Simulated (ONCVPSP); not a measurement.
# Pseudopotential generation for magnesium: ONCV, LDA (Perdew-Zunger)

Do these settings give a usable potential? It is generated, then checked for transferability, scattering, ghosts and hardness.

Program: ONCVPSP 4.0.1. Reference atom: LDA (Perdew-Zunger), scalar-relativistic, spherical and spin-unpolarised. All values are calculated.

### 1 The atom and the settings

Typed settings, in words:

* element: magnesium (Mg, Z = 12)
* type: optimised norm-conserving Vanderbilt (ONCV)
* frozen core: [He]
* valence charge: 10
* reference configuration: 2s2 2p6 3s2
* partial waves: 2s+3s: rc 1.15 bohr, ncon 4, nbas 7, qcut 13.1 1/bohr, 2 projectors; 2p: rc 1.25 bohr, ncon 4, nbas 8, qcut 12.8 1/bohr, 2 projectors, debl 3.3 Ha
* local potential: polynomial inside 0.80 bohr (lpopt 3, dvloc0 1 Ha)
* core correction: Teter function, fcfact 4.75, rcfact 1.3

The outer shells as boxes (Hund's rule for the drawing; the calculation is spin-unpolarised):

```
[He] core
2s [↑↓]
2p [↑↓][↑↓][↑↓]
3s [↑↓]
```

The nodes and maxima of the atom's own shells, from an earlier all-electron run, set the scale for the radii.

All-electron outer shells of the reference configuration (LDA (Perdew-Zunger), scalar-relativistic, ld1.x):

```json
{"shell": "1s", "level (eV)": "-1253.43", "outermost node (bohr)": "–", "outermost maximum (bohr)": "0.09"}
{"shell": "2s", "level (eV)": "-79.28", "outermost node (bohr)": "0.18", "outermost maximum (bohr)": "0.55"}
{"shell": "2p", "level (eV)": "-46.72", "outermost node (bohr)": "–", "outermost maximum (bohr)": "0.48"}
{"shell": "3s", "level (eV)": "-4.79", "outermost node (bohr)": "0.90", "outermost maximum (bohr)": "2.53"}
{"shell": "3p", "level (eV)": "-1.38", "outermost node (bohr)": "0.96", "outermost maximum (bohr)": "3.50"}
```

### 2 Generating the potential

Mg.dat reads:

```
# ATOM AND REFERENCE CONFIGURATION
# atsym  z   nc   nv     iexc    psfile
  Mg 12.00    1    3        3      upf
#
#   n    l    f
    1    0    2.00
    2    0    2.00
    2    1    6.00
    3    0    2.00
#
# PSEUDOPOTENTIAL AND OPTIMIZATION
# lmax
    1
#
#   l,   rc,      ep,       ncon, nbas, qcut
    0    1.15    0.00    4    7   13.10
    1    1.25    0.00    4    8   12.80
#
# LOCAL POTENTIAL
# lloc, lpopt,  rc(5),   dvloc0
    4    3    0.80    1.00
#
# VANDERBILT-KLEINMAN-BYLANDER PROJECTORs
# l, nproj, debl
    0    2    1.30
    1    2    3.30
#
# MODEL CORE CHARGE
# icmod, fcfact, rcfact
    3    4.75    1.30
#
# LOG DERIVATIVE ANALYSIS
# epsh1, epsh2, depsh
   -4.00    5.00    0.02
#
# OUTPUT GRID
# rlmax, drl
    6.00    0.01
#
# TEST CONFIGURATIONS
# ncnf
    4
# nvcnf
#   n    l    f
    3
    2    0    2.00
    2    1    6.00
    3    0    1.00
#
    3
    2    0    2.00
    2    1    6.00
    3    0    0.00
#
    3
    2    0    2.00
    2    1    6.00
    3    0    1.50
#
    4
    2    0    2.00
    2    1    6.00
    3    0    1.00
    3    1    1.00
#
```

Run with:

```sh
$ oncvpsp.x < Mg.dat > Mg.out
```

Q: Predict the outcome of this session. Wanted: cutoffs for 1 and 0.1 mHa per electron, occupied waves; bound ghosts; GHOST(+) flags; largest test error; largest phase difference near zero energy, channels read; rms error of d²Exc/dn², without and with the model core.

**Answer**, as computed:

| quantity | value |
| --- | --- |
| cutoffs for 1 and 0.1 mHa per electron, occupied waves | 56 Ha and 65 Ha |
| bound ghosts | none found |
| GHOST(+) flags | none at low energy |
| largest test error (AE − PS) | -1.6 meV, for 2s2 2p6 3s0 |
| largest phase difference near zero energy, channels read | 0.000 rad |
| rms error of d²Exc/dn², without and with the model core | 2.04 and 1.13 mHa |

By total energies transferability is very good: the largest error is 1.6 meV on 23.1 eV, for 2s2 2p6 3s0. The potential is hard: the looser tolerance needs 56 Ha. At the looser tolerance the 2p wave is the slowest; 2s needs 34 Ha. No bound ghost shows below the valence levels. Near zero energy the phases of the channels with partial waves agree within 0.001 rad. All of this concerns the isolated atom, not yet a solid.
